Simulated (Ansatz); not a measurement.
**CH4AlClS2: one species, many methods**

One table from this session's results is given with a row withheld; the runs are named, their logs left out.

Method: functionals in def2-TZVPP, the program's frozen cores in correlated methods; program: Ansatz 0.2.0, Gaussian basis.

The runs, in order: LDA (SPW92), PBE-D4, revPBE-D4, BLYP-D4, r2SCAN-D4, B97M-V, PBE0-D4, B3LYP-D4, r2SCANh-D4, r2SCAN0-D4, HSE06-D4, BHLYP-D4, CAM-B3LYP-D4, LC-ωPBE, ωB97X-V, ωB97M-V, B2PLYP, PBE-QIDH; CCSD(T)/def2-SVP; CCSD(T)/def2-TZVPP; MP2/def2-QZVPP; extrapolation to the limit; RPA on PBE.

## The relaxed structure

The geometry comes from an earlier relaxation with PBE0-D4 in a triple-zeta def2 set; it is a stationary point, not always the lowest conformer.

SMILES `S[CH2][Al]([SH])[Cl]`, 9 atoms, charge 0, spin multiplicity 1.

Atoms are counted from 1 here; the program's logs count them from 0.

Bond lengths: S1–C2 1.859 Å, S1–H6 1.344 Å, C2–Al3 1.929 Å, C2–H7 1.086 Å, C2–H8 1.090 Å, Al3–S4 2.179 Å, Al3–Cl5 2.106 Å, S4–H9 1.344 Å. Angles: C2–S1–H6 96.9°, S1–C2–Al3 84.2°, S1–C2–H7 110.7°, S1–C2–H8 104.9°, Al3–C2–H7 126.3°, Al3–C2–H8 115.5°, H7–C2–H8 109.8°, C2–Al3–S4 120.6°, C2–Al3–Cl5 119.5°, S4–Al3–Cl5 119.7°, Al3–S4–H9 92.6°.

The first run:

in.yaml

```yaml
crystal:
  periodic: [false, false, false]
  atoms:
    - {symbol: S, position_ang: [1.495144, -0.303996, 1.100766]}
    - {symbol: C, position_ang: [0.726860, -1.064929, -0.411335]}
    - {symbol: Al, position_ang: [-0.571691, 0.349467, -0.221649]}
    - {symbol: S, position_ang: [-2.516027, -0.041752, 0.680014]}
    - {symbol: Cl, position_ang: [-0.162981, 2.248142, -1.036831]}
    - {symbol: H, position_ang: [2.103090, 0.719705, 0.476565]}
    - {symbol: H, position_ang: [1.459911, -1.162124, -1.207151]}
    - {symbol: H, position_ang: [0.396254, -2.052929, -0.089836]}
    - {symbol: H, position_ang: [-2.842060, 1.262214, 0.692458]}
basis:
  gaussian: {orbitals: def2-TZVPP}
hamiltonian: {xc: lda}
output: {orbitals: {seedname: orbitals}}
```

Launch:

```
$ ansatz run in.yaml --threads 4 --pin off --events-out ev --progress --plain --max-ram 10444MiB
```

Steps of the session up to this table: LDA; PBE-D4 (GGA); revPBE-D4 (GGA); BLYP-D4 (GGA); r2SCAN-D4 (meta-GGA); B97M-V (meta-GGA); B3LYP-D4 (hybrid); r2SCANh-D4 (hybrid); r2SCAN0-D4 (hybrid); HSE06-D4 (hybrid); BHLYP-D4 (hybrid); CAM-B3LYP-D4 (range-separated); LC-ωPBE (range-separated); ωB97X-V (range-separated); ωB97M-V (range-separated); B2PLYP (double hybrid); PBE-QIDH (double hybrid).

One of the session's tables, all rows but one given; the rest of the session is left out.

It belongs to the step «Frontier levels by functional». 

```
  functional  HOMO (eV)  gap (eV)
 LDA (SPW92)      -6.17      4.53
      PBE-D4      -6.04      4.61
   revPBE-D4      -5.99      4.66
     BLYP-D4      -5.88      4.55
   r2SCAN-D4      -6.30      5.18
      B97M-V      -6.35      5.16
     PBE0-D4      -7.23      6.69
    B3LYP-D4      -6.99      6.20
  r2SCANh-D4          ?         ?
  r2SCAN0-D4      -7.39      7.05
    HSE06-D4      -6.83      5.91
    BHLYP-D4      -8.27      8.58
CAM-B3LYP-D4      -8.52      8.95
     LC-ωPBE      -9.89     11.53
     ωB97X-V      -9.53     10.98
     ωB97M-V      -9.35     10.52
```

Estimate the missing values for r2SCANh-D4.

Worked estimate for «HOMO (eV)». Against the share of exact exchange, r2SCAN-D4 (0, -6.30), r2SCAN0-D4 (0.25, -7.39) give a slope of -4.36 per unit share; at 0.1 the line stands at -6.74.

The run gave: HOMO (eV): -6.73; gap (eV): 5.94. In «HOMO (eV)» the line misses by -0.01.
